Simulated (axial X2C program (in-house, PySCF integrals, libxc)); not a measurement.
# MoCO⁺: bond lengths and stretches, held linear

One table from this session's results is given with a row withheld; the runs are named, their logs left out.

Program: an in-house X2C program for linear molecules on PySCF integrals. Level of theory: all-electron X2C, two-component (2c) or spin-free, Mo dyall-v3z, C dyall-v3z, O dyall-av3z. These are calculated values, not measurements.

All values are calculated.

2 further runs of the same task are left out: 2 set aside as unsound or not needed.

Set-up of the first run:

Input file task.json:

```json
{"zs": [42, 6, 8], "q": 1, "bas": ["dyall-v3z", "dyall-v3z", "dyall-av3z"], "r0": [2.08, 1.13], "symm": 0, "scan": ["PBE0", "HF", "r2SCAN"], "levels": ["PBE0", "HF", "PBE"], "nst": 2}
```

Keys: zs atomic numbers; q charge; bas basis sets; r0 starting distance in Å; symm equal bonds; scan levels of the two-bond scan; levels methods; nst determinants followed.

The run is started by

```bash
> python solin.py task.json out
```

Masses Mo 97.905, C 12.000, O 15.995 u.

Steps of the session up to this table: Scan at PBE0, 2c; Scan at r2SCAN, 2c; Scan at PBE0, spin-free.

One table of the session follows, with a row left open; its other results are not shown here.

```
            level  lower stretch (cm⁻¹)  upper stretch (cm⁻¹)
         PBE0, 2c                 312.4                2267.9
       r2SCAN, 2c                     ?                     ?
  PBE0, spin-free                 313.1                2268.0
r2SCAN, spin-free                 334.4                2205.5
```

Estimate the missing values for r2SCAN, 2c.

The run gave: lower stretch (cm⁻¹): 333.7; upper stretch (cm⁻¹): 2205.6. In the column «lower stretch (cm⁻¹)» it lies between PBE0, spin-free (313.1) and r2SCAN, spin-free (334.4).

Scans not shown above were run alike.

The molecule was held linear; bending was not examined, so a bent shape may lie lower. Note: several unpaired electrons, one determinant need not be a pure state.
